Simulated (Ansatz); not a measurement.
# CH7FO2Si2: a ladder of functionals and wavefunction methods

One table from this session's results is given with a row withheld; the runs are named, their logs left out.

Computed with Ansatz 0.2.0, Gaussian basis. Level: functionals in def2-TZVPP, the program's frozen cores in correlated methods.

The runs, in order: PBE-D4, r2SCAN-D4, PBE0-D4, B3LYP-D4, ωB97X-V, ωB97M-V, B2PLYP; CCSD(T)/def2-TZVPP; MP2/def2-QZVPP; extrapolation to the limit.

## The relaxed structure

All runs share one geometry, relaxed beforehand with PBE0-D4 in a triple-zeta def2 set.

SMILES `CO[SiH](F)O[SiH3]`, 13 atoms, charge 0, spin multiplicity 1.

Atoms are counted from 1 here; the program's logs count them from 0.

Bond lengths: C1–O2 1.412 Å, C1–H7 1.095 Å, C1–H8 1.091 Å, C1–H9 1.094 Å, O2–Si3 1.621 Å, Si3–F4 1.592 Å, Si3–O5 1.608 Å, Si3–H10 1.472 Å, O5–Si6 1.644 Å, Si6–H11 1.484 Å, Si6–H12 1.482 Å, Si6–H13 1.484 Å. Angles: O2–C1–H7 111.5°, O2–C1–H8 108.1°, O2–C1–H9 111.1°, H7–C1–H8 108.5°, H7–C1–H9 108.9°, H8–C1–H9 108.8°, C1–O2–Si3 125.7°, O2–Si3–F4 109.3°, O2–Si3–O5 107.9°, O2–Si3–H10 112.8°, F4–Si3–O5 109.6°, F4–Si3–H10 106.7°, O5–Si3–H10 110.5°, Si3–O5–Si6 144.7°, O5–Si6–H11 110.4°, O5–Si6–H12 107.6°, O5–Si6–H13 109.8°, H11–Si6–H12 109.8° and more.

Set-up of the first run:

in.yaml reads:

```yaml
crystal:
  periodic: [false, false, false]
  atoms:
    - {symbol: C, position_ang: [-0.661366, 2.114377, 0.970438]}
    - {symbol: O, position_ang: [-0.136484, 0.863478, 0.578333]}
    - {symbol: Si, position_ang: [0.198172, 0.413939, -0.942637]}
    - {symbol: F, position_ang: [-1.108981, 0.570288, -1.837297]}
    - {symbol: O, position_ang: [0.651025, -1.128690, -0.915106]}
    - {symbol: Si, position_ang: [0.568261, -2.535756, -0.069763]}
    - {symbol: H, position_ang: [-0.033253, 2.940173, 0.619503]}
    - {symbol: H, position_ang: [-0.691615, 2.141651, 2.060191]}
    - {symbol: H, position_ang: [-1.675651, 2.253252, 0.585434]}
    - {symbol: H, position_ang: [1.238918, 1.246701, -1.566966]}
    - {symbol: H, position_ang: [-0.822613, -2.783396, 0.385823]}
    - {symbol: H, position_ang: [1.002225, -3.627339, -0.973711]}
    - {symbol: H, position_ang: [1.471362, -2.468688, 1.105757]}
basis:
  gaussian: {orbitals: def2-TZVPP}
hamiltonian: {xc: pbe, dispersion: d4}
output: {forces: true, orbitals: {seedname: orbitals}}
```

Command:

```
$ ansatz run in.yaml --threads 2 --pin off --events-out ev --progress --plain --max-ram 22528MiB --backend cuda --devices 0, --max-vram 18GiB
```

Among the steps run: PBE-D4 (GGA); r2SCAN-D4 (meta-GGA); PBE0-D4 (hybrid); B3LYP-D4 (hybrid); ωB97X-V (range-separated); ωB97M-V (range-separated); B2PLYP (double hybrid); CCSD(T) in def2-TZVPP; MP2 in def2-QZVPP.

One of the session's tables, all rows but one given; the rest of the session is left out.

| method | atomisation energy (kJ/mol) |
| --- | --- |
| PBE-D4 | 4977.7 |
| r2SCAN-D4 | 4968.9 |
| PBE0-D4 | 4904.8 |
| B3LYP-D4 | 4953.2 |
| ωB97X-V | 4988.0 |
| ωB97M-V | 4980.3 |
| B2PLYP | 4918.1 |
| HF/def2-TZVPP | 3710.7 |
| MP2/def2-TZVPP | 4948.3 |
| CCSD/def2-TZVPP | ? |
| CCSD(T)/def2-TZVPP | 4854.9 |
| MP2/CBS | 5087.4 |
| CCSD(T)/CBS | 4994.1 |

Estimate the missing values for CCSD/def2-TZVPP.

As computed: atomisation energy (kJ/mol): 4795.8. In the column «atomisation energy (kJ/mol)» it lies between HF/def2-TZVPP (3710.7) and CCSD(T)/def2-TZVPP (4854.9).

Limits of these values: Free atoms (1 C, 2 O, 2 Si, 1 F, 7 H) were run apart at each level; the atomisation energy is their sum less the molecule, without zero-point or spin-orbit terms.
